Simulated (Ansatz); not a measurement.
# Ta (bcc type): the cost of one run

Computed with Ansatz 0.2.0 (DFT PBE, with the methods named in each step, unless a step's input says otherwise).

## 1. The structure to begin with

Symmetry: Im-3m, No. 229, cubic system. The conventional cell has a = 3.321 Å, b = 3.321 Å, c = 3.321 Å, α = 90.00°, β = 90.00°, γ = 90.00°. Ta (site symmetry m-3m) is surrounded by 8 Ta at 2.88 Å.

As a file:

```xyz
1
Lattice="-1.6604 1.6604 1.6604 1.6604 -1.6604 1.6604 1.6604 1.6604 -1.6604" Properties=species:S:1:pos:R:3 pbc="T T T"
Ta    0.0000    0.0000    0.0000
```

Whether this phase is the stable one at these pressures isn't tested.

## 2. The reference volume, LAPW

The input, input.yaml:

```yaml
crystal:
  lattice:
    - [-1.6604105026, 1.6604105026, 1.6604105026]
    - [1.6604105026, -1.6604105026, 1.6604105026]
    - [1.6604105026, 1.6604105026, -1.6604105026]
  atoms:
    - { symbol: Ta, position: [0.0, 0.0, 0.0] }
kpoints:
  mp_grid: { grid: [16, 16, 16] }
  band_path:
    path:
      - [0.0, 0.0, 0.0]
      - [0.5, -0.5, 0.5]
      - [0.0, 0.0, 0.5]
      - [0.0, 0.0, 0.0]
      - [0.25, 0.25, 0.25]
      - [0.5, -0.5, 0.5]
      - [0.25, 0.25, 0.25]
      - [0.0, 0.0, 0.5]
    npoints: 14
scf:
  occupations: { method: fermi_dirac, width: 0.05 }
hamiltonian:
  xc: pbe
  pseudopotentials: { kind: all_electron, lapw: { basis_error: 0.001 } }
output:
  forces: true
  stress: true
  eigenvalues: true
  populations: true
  dos: { projected: true, de: 0.2, e_range: [-14, 8] }
```

Started as:

```bash
$ ansatz run input.yaml --threads 1 --pin off --max-ram 2048MiB --backend cpu --events-out ev --progress --plain --runs-dir out
```

Q: Estimate wall time and peak memory on 1 thread of Intel Xeon Platinum 8488C (Sapphire Rapids), shared host.

About 13 s, with a peak of 0.39 GiB.
